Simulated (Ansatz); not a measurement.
Crystal: AlIn.

```
Al In
1.0
     3.05413    0.00000    0.00000
    -1.52707    2.64496    0.00000
     0.00000    0.00000    5.82802
Al In
1 1
Cartesian
  0.0000 0.0000 0.0000
  0.0000 0.0000 2.9140
```

The cell was built by a generator and needn't be a form met in nature.

| Property | Result |
| --- | --- |
| Program | Ansatz 0.2.0 |
| Task | relaxation of cell and atoms |
| Functional | B3LYP |
| Potentials or basis | Ansatz PAW |
| Cutoff | 420 eV (not typed: the program's choice for these potentials) |
| k mesh | 5 × 5 × 3 |
| Occupations | fermi-dirac, width 0.05 eV |
| Spin | no spin polarisation |

At the start: volume 23.54 Å³/atom.

Problem. Where does the relaxation end?

Solution. It ends after 5 steps and the volume is 23.94 Å³/atom (+1.7 %); space group P6/mmm (No. 191, to 0.05 Å).

The path:
```tsv
step	energy change (eV)	largest force (eV/Å)	volume (Å³)
1	0.0000	0.0000	47.08
2	-0.0062	0.0000	48.08
3	-0.0085	0.0000	47.93
4	-0.0085	0.0000	47.88
5	-0.0087	0.0000	47.88
```

Final structure:
```yaml
crystal:
  lattice:
    - [3.05198, 0.00000, 0.00000]
    - [-1.52599, 2.64309, 0.00000]
    - [0.00000, 0.00000, 5.93595]
  atoms:
    - { symbol: Al, position: [0.00000, 0.00000, 0.00000] }
    - { symbol: In, position: [0.00000, 0.00000, 0.50000] }
```

Caveat: the k mesh is coarse (spacing up to 0.48 Å⁻¹), so the values aren't converged, least of all with exact exchange; the plane-wave basis is chosen anew once the cell has moved, so the energies of steps on either side of that aren't comparable; the PAW data sets come from PBE, with cores solved anew for the run's functional, which leaves a small shift of forces and pressure.
